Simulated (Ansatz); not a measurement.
**Ga: a slab and its surfaces, (210), 5 layers, part 1 of 2**

What do the surfaces of Ga (210), 5 layers cost, and how tightly do they hold an electron? Methods of the runs shown: LAPW. Companion runs by PAW are cited. Its runs: bulk in the slab's orientation (LAPW); the reference run (LAPW); atoms relaxed (LAPW); Ge in place of Ga in the outer layer (LAPW); Ge in place of Ga in the middle layer (LAPW).

Computed with Ansatz 0.2.0 (DFT, PBEsol, all-electron LAPW, scalar-relativistic, unless a step's input says otherwise).

1 further run of the same task is left out (it didn't finish). Runs told in other sessions of the task aren't counted.

## (1) The system as given

The structure is cubic, space group Im-3m (No. 229). Conventional cell: a = 3.300 Å, b = 3.300 Å, c = 3.300 Å, α = 90.00°, β = 90.00°, γ = 90.00°. Around Ga (site symmetry m-3m) lie 8 Ga at 2.86 Å.

As a file:

```cif
data_structure
_symmetry_space_group_name_H-M 'Im-3m'
_symmetry_Int_Tables_number 229
_cell_length_a 3.2999
_cell_length_b 3.2999
_cell_length_c 3.2999
_cell_angle_alpha 90.000
_cell_angle_beta 90.000
_cell_angle_gamma 90.000
_cell_volume 35.93
loop_
_atom_site_label
_atom_site_type_symbol
_atom_site_symmetry_multiplicity
_atom_site_Wyckoff_symbol
_atom_site_fract_x
_atom_site_fract_y
_atom_site_fract_z
_atom_site_occupancy
Ga1 Ga 2 a 0.00000 0.00000 0.00000 1
```

The file gives the conventional cell by its symmetry; the runs use the cell typed in the input.

Atoms are numbered in the order of the input: Ga1, Ga2, Ga3, Ga4, Ga5, Ga6, Ga7, Ga8, Ga9, Ga10.

## (2) Bulk in the slab's orientation, LAPW

Contents of input.yaml:

```yaml
crystal:
  lattice:
    - [-3.2998664681, 6.5997329362, 0.0]
    - [0.0, 0.0, 3.2998664681]
    - [6.5997329362, 3.2998664681, 0.0]
  atoms:
    - { symbol: Ga, position: [0.0, 0.0, 0.0] }
    - { symbol: Ga, position: [0.4, 0.0, 0.2] }
    - { symbol: Ga, position: [0.1, 0.5, 0.3] }
    - { symbol: Ga, position: [0.2, 0.0, 0.6] }
    - { symbol: Ga, position: [0.7, 0.5, 0.1] }
    - { symbol: Ga, position: [0.8, 0.0, 0.4] }
    - { symbol: Ga, position: [0.5, 0.5, 0.5] }
    - { symbol: Ga, position: [0.6, 0.0, 0.8] }
    - { symbol: Ga, position: [0.3, 0.5, 0.9] }
    - { symbol: Ga, position: [0.9, 0.5, 0.7] }
kpoints:
  mp_grid: { grid: [6, 12, 6] }
scf:
  occupations: { method: fermi_dirac, width: 0.1 }
hamiltonian:
  xc: pbesol
  pseudopotentials: { kind: all_electron, lapw: { basis_error: 0.001 } }
output:
  forces: true
  stress: true
  eigenvalues: true
```

Run with:

```bash
> ansatz run input.yaml --threads 2 --pin off --max-ram 4096MiB --backend cpu --events-out ev --progress --plain --runs-dir out
```

The log of the run, cut to the lines that bear on the results:

```text
LAPW: plane waves up to 7.588 Å⁻¹, error target 1.0e-3 eV per atom; small_component_spin mean_spin; Ga in spheres of 1.429 Å, 21 of its electrons in bands, Dirac shells []
[...]
Pseudopotentials: kind: all_electron
Pseudopotential: Ga, LAPW, valence charge 21, Koelling and Harmon's equation, gaussian nucleus
Functional definition: PBEsol
[...]
Crystal: 10 atoms, lattice volume = 179.663 Å³
Basis set: ecut = 219.365826966551 eV, 1311 PW (Γ), exchange–correlation at level 2
Bands: 126, of which v1, the nominal top of the filled ones, is band 105 counted from 1 (104 counted from 0)
Symmetry: 80 space group operations
Space group: Im-3m (ITA 229), of the structure as read, at distance tolerance 5.6e-5 Å
k-points: 77 of 432
[...]
SCF iter   1: F=—  HF=-528600.521461 eV  |F-HF|=—  |Δ(HF+E_count)|=         —  Δρ=8.08e-3  dr2=6.93e-2  ethr=3.29e-5  ⟨swp⟩=3.1  Hψ=65074  notcnv=0
[...]
SCF iter   7: F=-528600.116971 eV  HF=-528600.116971 eV  |F-HF|=1.05e-9  |Δ(HF+E_count)|=   1.65e-6  Δρ=8.18e-6  dr2=9.10e-8  ethr=4.64e-9  ⟨swp⟩=2.0  Hψ=29035  notcnv=0
[...]
SCF converged after 7 iterations
Free energy (F): -528600.116971 eV
[...]
E sigma→0 (E₀):  -528600.046396 eV
Entropy (-TS):   -0.141151 eV (-14.115 meV/atom)
Fermi energy:    12.415220 eV
[...]
--- Forces (eV/Å), atoms counted from 1 ---
  atom   1  Ga     0.00000000    -0.00000000    -0.00000000
  atom   2  Ga    -0.00000000     0.00000000     0.00000000
  atom   3  Ga     0.00000000     0.00000000    -0.00000000
  atom   4  Ga     0.00000000     0.00000000     0.00000000
  atom   5  Ga     0.00000000     0.00000000    -0.00000000
  atom   6  Ga     0.00000000     0.00000000    -0.00000000
  atom   7  Ga     0.00000000     0.00000000     0.00000000
  atom   8  Ga    -0.00000000     0.00000000    -0.00000000
[...]
--- Stress (GPa, compression-positive) ---
       -0.305782      -0.000000      -0.000000
       -0.000000      -0.305782       0.000000
       -0.000000       0.000000       0.613589
  P = ⅓ Tr σ = 0.0007 GPa (0.007 kbar)
--- Band table (eV; the first three rows and the last of 77) ---
[...]
```

It took 3.8 min on 2 threads of Arm Neoverse V1, shared host; peak memory 2.2 GiB.

Read from it: pressure 0.00 GPa; no gap.

## (3) The slab as cut

The slab cell holds 5 atoms: a = 7.379 Å, b = 3.300 Å, c = 18.951 Å, α = 90.00°, β = 90.00°, γ = 90.00°.

## (4) Slab as cut, LAPW

Contents of input.yaml:

```yaml
crystal:
  lattice:
    - [7.3787257393, 0.0, 0.0]
    - [0.0, 3.2998664681, 0.0]
    - [0.0, 0.0, 18.9515]
  atoms:
    - { symbol: Ga, position: [0.1, 0.0, 0.4221304304] }
    - { symbol: Ga, position: [0.8, 0.5, 0.4610652152] }
    - { symbol: Ga, position: [0.5, 0.0, 0.5] }
    - { symbol: Ga, position: [0.2, 0.5, 0.5389347848] }
    - { symbol: Ga, position: [0.9, 0.0, 0.5778695696] }
kpoints:
  mp_grid: { grid: [6, 12, 1] }
scf:
  occupations: { method: fermi_dirac, width: 0.1 }
hamiltonian:
  xc: pbesol
  pseudopotentials: { kind: all_electron, lapw: { basis_error: 0.001 } }
output:
  forces: true
  stress: true
  eigenvalues: true
  populations: true
  dos: { projected: true, de: 0.2, e_range: [-14, 8] }
efield:
  axis: 3
  amplitude: 0
  dipole_correction: true
```

Run with:

```bash
> ansatz run input.yaml --threads 2 --pin off --max-ram 4096MiB --backend cpu --events-out ev --progress --plain --runs-dir out
```

The log of the run:

```text
Ga: projections on atomic orbitals take those of the free atom 1s2 2s2 2p6 3s2 3p6 3d10 4s2 4p1, of charge +0.00 (hamiltonian.pseudopotentials.projection_atoms)
LAPW: plane waves up to 7.588 Å⁻¹, error target 1.0e-3 eV per atom; small_component_spin mean_spin; Ga in spheres of 1.429 Å, 21 of its electrons in bands, Dirac shells []
Engine: ansatz 0.2.0
Pseudopotentials: kind: all_electron
Pseudopotential: Ga, LAPW, valence charge 21, Koelling and Harmon's equation, gaussian nucleus
Functional definition: PBEsol
  exchange = pbesol_x
  correlation = pbesol_c
Crystal: 5 atoms, lattice volume = 461.446 Å³
Basis set: ecut = 219.3653971658775 eV, 3343 PW (Γ), exchange–correlation at level 2
Bands: 63, of which v1, the nominal top of the filled ones, is band 53 counted from 1 (52 counted from 0)
Symmetry: 2 space group operations
k-points: 28 of 72 (time reversal used)
Non-local potential: Ga, projectors of the file, none
Initial density: superposition of atomic densities (neutral atoms: chi_scale 0, normalization atom)
Initial wavefunctions: plane waves of lowest kinetic energy (no species holds an atomic orbital)
Functional: x = pbesol(κ = 0.804, μ = 0.12345679012345678), c = pbesol(β = 0.046)
iter 1 solved again at ethr=1.04e-3 eV; its pass at ethr=1.00e-1 eV (dr2=1.09e0 eV) is discarded
SCF iter   1: F=—  HF=-264298.179872 eV  |F-HF|=—  |Δ(HF+E_count)|=         —  Δρ=6.79e-3  dr2=1.10e0  ethr=1.04e-3  p=-0.000 e·Å  D=-1.88e-15 V/Å  ΔV_dip=0.00 eV  dr2_dipole=2.53e-26  V_vac-E_F(+/−)=5.50/5.50 eV  ⟨swp⟩=3.2  Hψ=11419  notcnv=0
efield: sawtooth ramp at fractional position 0.9500 (placed from the atoms, in the widest stretch of the axis that holds none; the zero of the levels goes with the place), width 0.1000; the density the first Hamiltonian is built on has a dipole p = 0.000 e·Å; the dipole correction subtracts the counter field D = 1.13e-14 V/Å, which shifts the + side's vacuum level by -0.00 eV against the − side's; the planar-averaged density in the ramp window peaks in size at 2.2e-6 e/Å³
preconditioner: auto → LDOS  [metal: Δε(μ)=0.050 eV  Ē_g=15.446 eV  σ=0.100 eV  W_gap=0.12  n_scr=70 (ndim 8)  ℏωp=13.9 eV  f_vac=0.699  D(μ)=2.76/eV (n_scr^D=12)  β→1.0]
SCF iter   2: F=—  HF=-264297.986752 eV  |F-HF|=—  |Δ(HF+E_count)|=   1.93e-1  Δρ=4.61e-3  dr2=1.79e-1  ethr=1.04e-3  p=0.000 e·Å  D=1.17e-9 V/Å  ΔV_dip=-0.00 eV  dr2_dipole=1.72e-16  V_vac-E_F(+/−)=4.49/4.49 eV  ⟨swp⟩=3.1  Hψ=5745  notcnv=0
iter 3 solved again at ethr=1.57e-5 eV; its pass at ethr=1.71e-4 eV (dr2=1.65e-2 eV) is discarded
SCF iter   3: F=—  HF=-264297.861603 eV  |F-HF|=—  |Δ(HF+E_count)|=   1.25e-1  Δρ=1.06e-3  dr2=1.65e-2  ethr=1.57e-5  p=0.000 e·Å  D=1.75e-7 V/Å  ΔV_dip=-0.00 eV  dr2_dipole=3.77e-12  V_vac-E_F(+/−)=4.54/4.54 eV  ⟨swp⟩=2.0  Hψ=9161  notcnv=0
SCF iter   4: F=—  HF=-264297.819317 eV  |F-HF|=—  |Δ(HF+E_count)|=   4.23e-2  Δρ=5.84e-4  dr2=9.38e-3  ethr=1.57e-5  p=0.000 e·Å  D=3.56e-8 V/Å  ΔV_dip=-0.00 eV  dr2_dipole=1.54e-13  V_vac-E_F(+/−)=4.46/4.46 eV  ⟨swp⟩=3.0  Hψ=5140  notcnv=0
SCF iter   5: F=—  HF=-264297.817605 eV  |F-HF|=—  |Δ(HF+E_count)|=         —  Δρ=1.92e-4  dr2=3.63e-4  ethr=8.93e-6  p=0.000 e·Å  D=1.44e-8 V/Å  ΔV_dip=-0.00 eV  dr2_dipole=2.75e-14  V_vac-E_F(+/−)=4.39/4.39 eV  ⟨swp⟩=3.0  Hψ=5223  notcnv=0
the basis was enlarged: its passes take 148.3 KiB over the memory plan, 2 of 2 planned eigensolver slots
SCF iter   6: F=—  HF=-264297.817755 eV  |F-HF|=—  |Δ(HF+E_count)|=   1.49e-4  Δρ=4.15e-5  dr2=1.58e-5  ethr=3.46e-7  p=0.000 e·Å  D=1.35e-9 V/Å  ΔV_dip=-0.00 eV  dr2_dipole=9.60e-16  V_vac-E_F(+/−)=4.37/4.37 eV  ⟨swp⟩=3.0  Hψ=5279  notcnv=0
SCF iter   7: F=—  HF=-264297.817759 eV  |F-HF|=—  |Δ(HF+E_count)|=   4.05e-6  Δρ=1.31e-5  dr2=1.55e-6  ethr=1.51e-8  p=-0.000 e·Å  D=-3.69e-11 V/Å  ΔV_dip=0.00 eV  dr2_dipole=2.44e-18  V_vac-E_F(+/−)=4.37/4.37 eV  ⟨swp⟩=3.0  Hψ=5264  notcnv=0
SCF iter   8: F=—  HF=-264297.817759 eV  |F-HF|=—  |Δ(HF+E_count)|=   3.09e-7  Δρ=6.23e-6  dr2=3.16e-7  ethr=1.47e-9  p=-0.000 e·Å  D=-3.60e-10 V/Å  ΔV_dip=0.00 eV  dr2_dipole=3.95e-18  V_vac-E_F(+/−)=4.37/4.37 eV  ⟨swp⟩=3.0  Hψ=5217  notcnv=0
SCF iter   9: F=-264297.817760 eV  HF=-264297.817759 eV  |F-HF|=6.30e-8  |Δ(HF+E_count)|=   3.09e-7  Δρ=2.32e-6  dr2=4.58e-8  ethr=3.01e-10  p=-0.000 e·Å  D=-3.51e-11 V/Å  ΔV_dip=0.00 eV  dr2_dipole=1.57e-19  V_vac-E_F(+/−)=4.37/4.37 eV  ⟨swp⟩=3.0  Hψ=5262  notcnv=0
SCF 1 converged in 9 iterations: F = -264297.817760 eV  dr2 = 4.58e-8
SCF converged after 9 iterations
Free energy (F): -264297.817760 eV
Harris-Foulkes:  -264297.817759 eV  (|F-HF|=6.30e-8)
Internal energy: -264297.734135 eV  (E = F + TS)
E sigma→0 (E₀):  -264297.775947 eV
Entropy (-TS):   -0.083625 eV (-16.725 meV/atom)
Fermi energy:    -1.057887 eV
Dipole field:    D = -0.000000 V/Å  (p = -0.000000 e·Å, saw-weighted, corrected)
Work function:   Φ+ = 4.3655 eV   Φ− = 4.3655 eV
Levels:          The Fermi level and band energies are counted from a zero that moves with the ramp; work functions are not
--- Per-component energies (eV) ---
  E_band       = -5165.851510
  E_kinetic    = 269457.151606
  E_xc         = -10086.602187
  E_efield     = 0.000000  (sawtooth field / dipole correction)
  E_electrostatic = -523668.283553  (all electrons and nuclei)
  E_smearing   = -0.083625  (= −TS)
  E_closure    = 0.000000  (closes the sum)
  E_atoms      = -264283.530636  (free atoms, spherical and without spin; not in F)
  Σ components = -264297.817760   (vs F -264297.817760, Δ=0.00e0)
  Basis errors (estimates in eV, not in F): energy 4.2e-4 per atom: plane waves 3.8e-4 (2.3e-4 summed), levels above the bands 3.4e-25, relativity 5.6e-9, radial functions 4.0e-5, core shells 1.7e-10; eigenvalues (radial functions only) 6.1e-7; not estimated: angular momenta, meshes, grids; target (lapw.basis_error) 1.0e-3; muffin-tin radii Ga 1.429 Å
--- Forces (eV/Å), atoms counted from 1 ---
  atom   1  Ga    -0.17823412     0.00000000     0.11412540
  atom   2  Ga     0.00269784     0.00000000     0.01417917
  atom   3  Ga     0.00000000     0.00000000     0.00000000
  atom   4  Ga    -0.00269784     0.00000000    -0.01417917
  atom   5  Ga     0.17823411     0.00000000    -0.11412540
  max |Σ_I F_I| component: 5.56e-10 eV/Å
--- Stress (GPa, compression-positive) ---
       -1.698751       0.000000       0.181252
        0.000000      -2.283128       0.000000
        0.181252       0.000000      -0.123445
  P = ⅓ Tr σ = -1.3684 GPa (-13.684 kbar)
--- Band table (eV; the first three rows and the last of 28) ---
  k-point 0: bands = ["-144.4694", "-144.3502", "-144.3502", "-144.2985", "-144.2985", "-95.4098", "-95.3626", "-95.3413", "-95.2709", "-95.2708", "-95.2461", "-95.2460", "-95.2379", "-95.2377", "-95.2162", "-95.2160", "-95.1932", "-95.1932", "-95.1919", "-95.1919", "-15.9897", "-15.9637", "-15.9612", "-15.9446", "-15.8956", "-15.8758", "-15.8705", "-15.8551", "-15.8493", "-15.8489", "-15.8299", "-15.8202", "-15.8191", "-15.7664", "-15.7537", "-15.7294", "-15.7193", "-15.7162", "-15.7142", "-15.6913", "-15.6679", "-15.6563", "-15.6407", "-15.6213", "-15.6153", "-10.6156", "-7.7011", "-7.5193", "-7.0597", "-3.6503", "-2.1333", "-1.7568", "0.0096", "0.6932", "1.1134", "2.2815", "2.4254", "2.9487", "3.4597", "3.8788", "4.1320", "4.3813", "4.8641"]
  k-point 1: bands = ["-144.4694", "-144.3502", "-144.3502", "-144.2985", "-144.2985", "-95.4098", "-95.3626", "-95.3413", "-95.2709", "-95.2708", "-95.2461", "-95.2461", "-95.2379", "-95.2377", "-95.2162", "-95.2160", "-95.1932", "-95.1932", "-95.1919", "-95.1919", "-15.9835", "-15.9636", "-15.9621", "-15.9415", "-15.9000", "-15.8787", "-15.8736", "-15.8562", "-15.8552", "-15.8362", "-15.8277", "-15.8176", "-15.8171", "-15.7684", "-15.7547", "-15.7256", "-15.7171", "-15.7133", "-15.7119", "-15.6918", "-15.6670", "-15.6561", "-15.6468", "-15.6231", "-15.6201", "-10.5180", "-7.6041", "-7.4227", "-6.9682", "-3.5850", "-2.0350", "-1.6601", "0.0895", "0.5785", "1.2032", "1.5295", "2.3421", "3.0329", "3.5424", "3.7188", "4.0477", "4.2294", "4.2849"]
  k-point 2: bands = ["-144.4694", "-144.3502", "-144.3502", "-144.2985", "-144.2985", "-95.4098", "-95.3627", "-95.3413", "-95.2709", "-95.2708", "-95.2462", "-95.2461", "-95.2379", "-95.2377", "-95.2162", "-95.2160", "-95.1933", "-95.1933", "-95.1919", "-95.1919", "-15.9736", "-15.9703", "-15.9565", "-15.9316", "-15.9098", "-15.8857", "-15.8759", "-15.8597", "-15.8557", "-15.8330", "-15.8279", "-15.8080", "-15.7990", "-15.7724", "-15.7482", "-15.7237", "-15.7181", "-15.7091", "-15.7011", "-15.6906", "-15.6657", "-15.6614", "-15.6543", "-15.6310", "-15.6281", "-10.2248", "-7.3137", "-7.1340", "-6.6946", "-3.4328", "-1.7440", "-1.3751", "-0.5862", "0.2894", "1.1579", "1.4398", "2.0093", "2.4900", "2.6098", "3.0999", "3.3651", "3.8721", "4.2727"]
  k-point 27: bands = ["-144.4694", "-144.3502", "-144.3502", "-144.2985", "-144.2985", "-95.4098", "-95.3629", "-95.3413", "-95.2708", "-95.2708", "-95.2464", "-95.2464", "-95.2378", "-95.2377", "-95.2162", "-95.2160", "-95.1936", "-95.1935", "-95.1919", "-95.1919", "-15.9908", "-15.9890", "-15.9452", "-15.9405", "-15.8979", "-15.8940", "-15.8778", "-15.8693", "-15.8557", "-15.8429", "-15.8261", "-15.8145", "-15.7744", "-15.7465", "-15.7254", "-15.7180", "-15.7109", "-15.6964", "-15.6915", "-15.6723", "-15.6626", "-15.6564", "-15.6520", "-15.6378", "-15.6235", "-6.8462", "-6.7146", "-6.0976", "-5.6006", "-4.2191", "-2.7732", "-1.4054", "-1.0939", "-0.9588", "-0.3578", "-0.1634", "1.0231", "1.0593", "2.3223", "3.1606", "3.5871", "3.6392", "4.0983"]
--- Löwdin populations: 5 sites ---
  site symbol       q [e]
     0     Ga     30.9505
     1     Ga     31.0056
     2     Ga     30.9497
     3     Ga     31.0056
     4     Ga     30.9505
  spilling = 0.000891 (of n_electrons = 155.000000)
```

It took 3.2 min on 2 threads of Arm Neoverse V1, shared host; peak memory 0.97 GiB.

In short: no gap; largest force 0.212 eV/Å; work function 4.37 eV.

States per cell, counted by energy window (eV from the Fermi level, on a grid of 0.20 eV):

```csv
from,to,total,Ga 4p,Ga 4s
-10,-9,0.58,0.19,0.39
-9,-8,0.65,0.28,0.36
-8,-7,1.03,0.46,0.56
-7,-6,1.08,0.49,0.58
-6,-5,2.03,0.77,1.23
-5,-4,1.65,0.60,1.03
-4,-3,1.77,0.46,1.29
-3,-2,1.24,0.41,0.81
-2,-1,1.55,1.31,0.22
-1,0,3.17,2.66,0.44
0,1,2.67,2.06,0.55
1,2,2.75,2.27,0.41
2,3,2.73,2.27,0.35
3,4,3.88,3.08,0.48
4,5,4.90,3.00,0.32
```

(Continued in part 2 of 2.)
